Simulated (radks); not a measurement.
# Polarisabilities and dispersion coefficients of Ar, K⁺, Ca²⁺ and others

Aim: static dipole polarisabilities and C6 coefficients, each species in its NIST ground configuration. After each ground state the linear response is solved; its values go to the run's result record, not to the log. Response by self-consistent Sternheimer equations with the Hartree and adiabatic LDA kernel, the relativistic mass of each level held fixed and spin-orbit coupling left out.

Method: scalar-relativistic Kohn-Sham, LDA (Slater exchange, Perdew-Wang correlation), spin-polarised, spherical densities, finite nucleus. Code: radks (a radial shooting solver on a logarithmic mesh, Libxc functionals) version 1.

## Step 1: What is computed

```
species : Ar ([Ar]), K⁺ ([Ar]), Ca²⁺ ([Ar]), Sc³⁺ ([Ar]), Ti⁴⁺ ([Ar]), V⁵⁺ ([Ar]), Cr⁶⁺ ([Ar]), Mn⁷⁺ ([Ar]), Fe⁸⁺ ([Ar])
```

## Step 2: Ar, [Ar]

Input:

```text
Z 18
configuration [Ar]
relativity scalar-relativistic
functional lda,pw
spin polarised
nucleus finite rms 3.4274 fm
c 137.035999084
response adiabatic LDA kernel
```

## Step 3: K⁺, [Ar]

Input:

```text
Z 19
configuration [Ar]
relativity scalar-relativistic
functional lda,pw
spin polarised
nucleus finite rms 3.4349 fm
c 137.035999084
response adiabatic LDA kernel
```

## Step 4: Ca²⁺, [Ar]

Input:

```text
Z 20
configuration [Ar]
relativity scalar-relativistic
functional lda,pw
spin polarised
nucleus finite rms 3.4776 fm
c 137.035999084
response adiabatic LDA kernel
```

## Step 5: Sc³⁺, [Ar]

Input:

```text
Z 21
configuration [Ar]
relativity scalar-relativistic
functional lda,pw
spin polarised
nucleus finite rms 3.5459 fm
c 137.035999084
response adiabatic LDA kernel
```

## Step 6: Ti⁴⁺, [Ar]

Input:

```text
Z 22
configuration [Ar]
relativity scalar-relativistic
functional lda,pw
spin polarised
nucleus finite rms 3.5921 fm
c 137.035999084
response adiabatic LDA kernel
```

## Step 7: V⁵⁺, [Ar]

Input:

```text
Z 23
configuration [Ar]
relativity scalar-relativistic
functional lda,pw
spin polarised
nucleus finite rms 3.6002 fm
c 137.035999084
response adiabatic LDA kernel
```

## Step 8: Cr⁶⁺, [Ar]

Input:

```text
Z 24
configuration [Ar]
relativity scalar-relativistic
functional lda,pw
spin polarised
nucleus finite rms 3.6452 fm
c 137.035999084
response adiabatic LDA kernel
```

## Step 9: Mn⁷⁺, [Ar]

Input:

```text
Z 25
configuration [Ar]
relativity scalar-relativistic
functional lda,pw
spin polarised
nucleus finite rms 3.7057 fm
c 137.035999084
response adiabatic LDA kernel
```

## Step 10: Fe⁸⁺, [Ar]

Input:

```text
Z 26
configuration [Ar]
relativity scalar-relativistic
functional lda,pw
spin polarised
nucleus finite rms 3.7377 fm
c 137.035999084
response adiabatic LDA kernel
```

**Question.** What will these runs give? Wanted: for each run, species; −ε(HOMO); α; α uncoupled; C6; C8; recommended α.

As calculated:

| species | −ε(HOMO) (eV) | α (bohr³) | α uncoupled (bohr³) | C6 (hartree bohr⁶) | C8 (hartree bohr⁸) | recommended α (bohr³) |
| --- | --- | --- | --- | --- | --- | --- |
| Ar | 10.385 | 12.03 | 18.00 | 70.68 | 1905 | 11.083 |
| K⁺ | 24.973 | 5.743 | 8.879 | 24.69 | 432.7 | - |
| Ca²⁺ | 43.121 | 3.344 | 5.255 | 11.09 | 141.8 | - |
| Sc³⁺ | 64.637 | 2.163 | 3.430 | 5.731 | 56.59 | - |
| Ti⁴⁺ | 89.419 | 1.495 | 2.383 | 3.247 | 25.67 | - |
| V⁵⁺ | 117.41 | 1.083 | 1.731 | 1.966 | 12.76 | - |
| Cr⁶⁺ | 148.57 | 0.8126 | 1.301 | 1.252 | 6.804 | - |
| Mn⁷⁺ | 182.88 | 0.6266 | 1.004 | 0.8296 | 3.833 | - |
| Fe⁸⁺ | 220.33 | 0.4941 | 0.7910 | 0.5682 | 2.259 | - |

**Reading.** Uncoupled leaves out the potential induced by the response; C6 and C8 are for like pairs. Ar is the most polarisable and Fe⁸⁺ the least, a factor 24.3 apart. For the pair Ar–Fe⁸⁺ the Casimir-Polder integral gives C6 = 4.976, the rule 2·Ca·Cb/(Ca·αb/αa + Cb·αa/αb) on the like-pair values 4.799. Against the recommended values (Schwerdtfeger and Nagle, 2023 table) the misses are Ar +9 %. C8 is given only where no p, d or f shell is open.
